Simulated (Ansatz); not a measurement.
Geometry optimisation, DFT PBE, scalar-relativistic, plane waves, PAW in Ansatz 0.2.0.

Input file:

```yaml
crystal:
  lattice:
    - [8.1, 0.0, 0.0]
    - [0.0, 8.1, 0.0]
    - [0.0, 0.0, 8.1]
  atoms:
    - { symbol: Al, position: [0.5, 0.0, 0.0] }
    - { symbol: Al, position: [0.75, 0.25, 0.0] }
    - { symbol: Al, position: [0.75, 0.0, 0.25] }
    - { symbol: Al, position: [0.0, 0.0, 0.0] }
    - { symbol: Al, position: [0.25, 0.25, 0.0] }
    - { symbol: Al, position: [0.5, 0.5, 0.0] }
    - { symbol: Al, position: [0.75, 0.75, 0.0] }
    - { symbol: Al, position: [0.25, 0.0, 0.25] }
    - { symbol: Al, position: [0.5, 0.25, 0.25] }
    - { symbol: Al, position: [0.75, 0.5, 0.25] }
    - { symbol: Al, position: [0.5, 0.0, 0.5] }
    - { symbol: Al, position: [0.75, 0.25, 0.5] }
    - { symbol: Al, position: [0.75, 0.0, 0.75] }
    - { symbol: Al, position: [0.0, 0.5, 0.0] }
    - { symbol: Al, position: [0.25, 0.75, 0.0] }
    - { symbol: Al, position: [0.0, 0.25, 0.25] }
    - { symbol: Al, position: [0.25, 0.5, 0.25] }
    - { symbol: Al, position: [0.5, 0.75, 0.25] }
    - { symbol: Al, position: [0.0, 0.0, 0.5] }
    - { symbol: Al, position: [0.25, 0.25, 0.5] }
    - { symbol: Al, position: [0.5, 0.5, 0.5] }
    - { symbol: Al, position: [0.75, 0.75, 0.5] }
    - { symbol: Al, position: [0.25, 0.0, 0.75] }
    - { symbol: Al, position: [0.5, 0.25, 0.75] }
    - { symbol: Al, position: [0.75, 0.5, 0.75] }
    - { symbol: Al, position: [0.0, 0.75, 0.25] }
    - { symbol: Al, position: [0.0, 0.5, 0.5] }
    - { symbol: Al, position: [0.25, 0.75, 0.5] }
    - { symbol: Al, position: [0.0, 0.25, 0.75] }
    - { symbol: Al, position: [0.25, 0.5, 0.75] }
    - { symbol: Al, position: [0.5, 0.75, 0.75] }
    - { symbol: Al, position: [0.0, 0.75, 0.75] }
    - { symbol: O, position: [0.5031094, 0.5028538, 0.7414711] }
basis:
  ecutwfc: 420.0
kpoints:
  mp_grid: { grid: [3, 3, 3] }
hamiltonian:
  xc: pbe
scf:
  occupations: { method: fermi_dirac, width: 0.05 }
  lower_state_search: "off"
relax:
  f_tol: 0.03
  max_steps: 60
  adjacent_minimum: "off"
```

Launched with:

```bash
$ ansatz run input.yaml --threads 4 --pin off --max-ram 10240MiB --backend cpu --events-out ev --progress --plain --runs-dir out
```

Problem. Where does it end, and by what steps?

Solution. The forces met the threshold. The force dipped under the threshold on the way, but the program's further checks kept it going. Limits of this set-up: coarse k mesh, a small cell, in which the defect meets its images, a typed lattice constant that wasn't relaxed here. After 13 steps the energy has fallen by 1.770 eV; O33 moved furthest, 1.63 Å. Parted: Al6–O33 (2.09 → 3.38 Å), Al24–O33 (2.05 → 3.38 Å), Al30–O33 (2.05 → 3.38 Å). Joined: Al22–O33 (3.44 → 1.90 Å).

```json
{"step": "0", "energy less start (eV)": "0.0000", "largest force component (eV/Å)": "1.252", "accepted": "yes"}
{"step": "1", "energy less start (eV)": "-0.2600", "largest force component (eV/Å)": "0.606", "accepted": "yes"}
{"step": "2", "energy less start (eV)": "-0.3488", "largest force component (eV/Å)": "0.272", "accepted": "yes"}
{"step": "3", "energy less start (eV)": "-0.3708", "largest force component (eV/Å)": "0.417", "accepted": "yes"}
{"step": "4", "energy less start (eV)": "-0.4956", "largest force component (eV/Å)": "0.542", "accepted": "yes"}
{"step": "5", "energy less start (eV)": "-0.6153", "largest force component (eV/Å)": "0.475", "accepted": "yes"}
{"step": "6", "energy less start (eV)": "-0.7527", "largest force component (eV/Å)": "0.655", "accepted": "yes"}
{"step": "7", "energy less start (eV)": "-0.8788", "largest force component (eV/Å)": "0.797", "accepted": "yes"}
{"step": "8", "energy less start (eV)": "-1.0306", "largest force component (eV/Å)": "0.776", "accepted": "yes"}
{"step": "9", "energy less start (eV)": "-1.1881", "largest force component (eV/Å)": "1.070", "accepted": "yes"}
{"step": "10", "energy less start (eV)": "-1.4628", "largest force component (eV/Å)": "0.617", "accepted": "yes"}
{"step": "11", "energy less start (eV)": "-1.7342", "largest force component (eV/Å)": "0.393", "accepted": "yes"}
{"step": "12", "energy less start (eV)": "-1.7696", "largest force component (eV/Å)": "0.010", "accepted": "yes"}
{"step": "13", "energy less start (eV)": "-1.7696", "largest force component (eV/Å)": "0.010", "accepted": "yes"}
```

```xyz
33
Lattice="8.1000 0.0000 0.0000 0.0000 8.1000 0.0000 0.0000 0.0000 8.1000" Properties=species:S:1:pos:R:3
Al 4.022 -0.005 0.052
Al 6.044 1.971 0.053
Al 6.044 -0.005 2.030
Al -0.020 -0.020 0.040
Al 1.983 1.982 0.039
Al 4.012 4.012 0.053
Al 6.051 6.051 0.053
Al 1.983 -0.018 2.043
Al 4.022 1.970 2.028
Al 6.054 4.013 2.031
Al 4.013 -0.007 4.072
Al 6.052 1.971 4.073
Al 6.052 -0.008 6.111
Al -0.004 4.022 0.052
Al 1.971 6.044 0.053
Al -0.018 1.983 2.043
Al 1.970 4.022 2.028
Al 4.013 6.054 2.031
Al -0.005 -0.005 4.080
Al 1.972 1.972 4.079
Al 3.939 3.939 3.989
Al 6.128 6.128 3.998
Al 1.971 -0.005 6.102
Al 4.013 1.971 6.109
Al 6.128 3.936 6.188
Al -0.005 6.044 2.030
Al -0.007 4.013 4.072
Al 1.971 6.052 4.073
Al -0.005 1.970 6.102
Al 1.971 4.012 6.109
Al 3.936 6.127 6.188
Al -0.008 6.052 6.111
O 5.031 5.031 5.092
```

Whether the end is a true minimum wasn't checked by a vibrational analysis.

Run time: 110 s on 4 threads of AMD EPYC 7B13 (Zen 3), on a shared host, peak memory 1.5 GiB.
